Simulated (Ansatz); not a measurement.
# Hf5O3: the cost of one run

Method: DFT PBE, scalar-relativistic, plane waves, PAW, unless a step names another level, in Ansatz 0.2.0.

11 further runs of the same task are left out: 4 that didn't finish, 7 set aside as unsound or not needed.

### 1 Plan

Pauling electronegativities: Hf 1.30, O 3.44 (spread 2.14). No set of common oxidation states balances it. Tabulated atomic sizes suggest about 15 Å³/atom. 26 candidates were drawn, by swapping species into database cells of other compounds, at random by space group and Wyckoff sites, or by hand, as the table says; time allowed 25 of them to run, and these are listed.

| name | made from | space group no. | Wyckoff sites | atoms (primitive cell) | V (Å³/atom) |
| --- | --- | --- | --- | --- | --- |
| c01 | database cell of Zn5Pd3 | 123 | Hf 2g, 2g, 1c; O 2h, 1d | 8 | 14.9 |
| c02 | database cell of Ti3Al5 | 123 | Hf 4i, 1a; O 1b, 1c, 1d | 8 | 16.4 |
| c03 | random | 191 | Hf 4h, 1b; O 2d, 1a | 8 | 18.2 |
| c04 | built by hand: Mn5Si3 | 193 | Hf 6g, 4d; O 6g | 16 | 14.9 |
| c05 | built by hand: layer-vacancy rocksalt, 15-layer | 166 | Hf 6c, 3a, 6c; O 3b, 6c | 8 | 14.9 |
| c06 | built by hand: vacancy-ordered rocksalt, sqrt(5/2) cell | 12 | Hf 4i, 4i, 2a; O 4i, 2b | 8 | 14.9 |
| c07 | random | 189 | Hf 2e, 3f; O 3f | 8 | 18.9 |
| c08 | database cell of Ce3Pd5 | 189 | Hf 3f, 2c; O 3g | 8 | 16.3 |
| c09 | built by hand: Hf5O3 hhhhc layered suboxide (Hf3N2/Hf4N3-like) | 166 | Hf 6c, 3a, 6c; O 6c, 3b | 8 | 14.9 |
| c10 | random | 191 | Hf 1b, 2d, 2c; O 3g | 8 | 17.0 |
| c11 | database cell of Ga3Pt5 | 65 | Hf 4e, 2b, 4h; O 4j, 2a | 8 | 13.6 |
| c12 | random | 191 | Hf 2e, 2d, 1a; O 3f | 8 | 17.2 |
| c13 | random | 115 | Hf 2g, 2f, 1a; O 1b, 2e | 8 | 18.3 |
| c14 | database cell of Ti3Al5 | 47 | Hf 1c, 1a, 1f, 2s; O 2r, 1h | 8 | 16.4 |
| c15 | built by hand: Cr5B3 | 140 | Hf 4c, 16l; O 8h, 4a | 16 | 14.9 |
| c16 | random | 164 | Hf 2d, 3f; O 2d, 1a | 8 | 17.0 |
| c17 | random | 191 | Hf 2d, 3f; O 3g | 8 | 19.3 |
| c18 | random | 191 | Hf 2c, 3g; O 3f | 8 | 18.6 |
| c19 | random | 99 | Hf 4f, 1a; O 1b, 1a, 1b | 8 | 15.0 |
| c20 | random | 191 | Hf 3g, 2c; O 2e, 1a | 8 | 18.3 |
| c21 | database cell of Yb3Si5 | 189 | Hf 2d, 3g; O 3f | 8 | 18.8 |
| c22 | random | 189 | Hf 2d, 2c, 1a; O 3f | 8 | 16.8 |
| c24 | random | 221 | Hf 3d, 1a, 1b; O 3c | 8 | 15.8 |
| c25 | database cell of Li3Mg5 | 139 | Hf 8f, 2a; O 4c, 2b | 8 | 20.9 |
| c26 | database cell of Fe5Co3 | 229 | Hf 2a, 8c; O 6b | 8 | 15.1 |

### 2 Screening run of c06

File input.yaml:

```yaml
crystal:
  lattice:
    - [5.105, -2.285, 0.0]
    - [5.105, 2.285, 0.0]
    - [-5.10468904, 0.0, 5.10531096]
  atoms:
    - { symbol: Hf, position: [0.6, 0.6, 0.8] }
    - { symbol: Hf, position: [0.8, 0.8, 0.4] }
    - { symbol: Hf, position: [0.4, 0.4, 0.2] }
    - { symbol: Hf, position: [0.2, 0.2, 0.6] }
    - { symbol: Hf, position: [0.0, 0.0, 0.0] }
    - { symbol: O, position: [0.7, 0.7, 0.6] }
    - { symbol: O, position: [0.5, 0.5, 0.0] }
    - { symbol: O, position: [0.3, 0.3, 0.4] }
basis:
  ecutwfc: 420
kpoints:
  mp_grid: { grid: [4, 4, 3] }
hamiltonian:
  xc: pbe
scf:
  occupations: { method: gaussian, width: 0.2 }
  lower_state_search: "off"
output:
  forces: true
  stress: true
  eigenvalues: true
relax:
  adjacent_minimum: "off"
  f_tol: 0.08
  max_steps: 16
  cell: { stress_tol: 0.8 }
```

The run is started by

```console
$ ansatz run input.yaml --threads 1 --pin off --max-ram 2560MiB --backend cpu --events-out ev --progress --plain --runs-dir out
```

**Question.** How long does this run take on 1 thread of Intel Xeon Platinum 8488C (Sapphire Rapids), shared host, and how much memory does it need?

About 94 s, with a peak of 0.57 GiB.
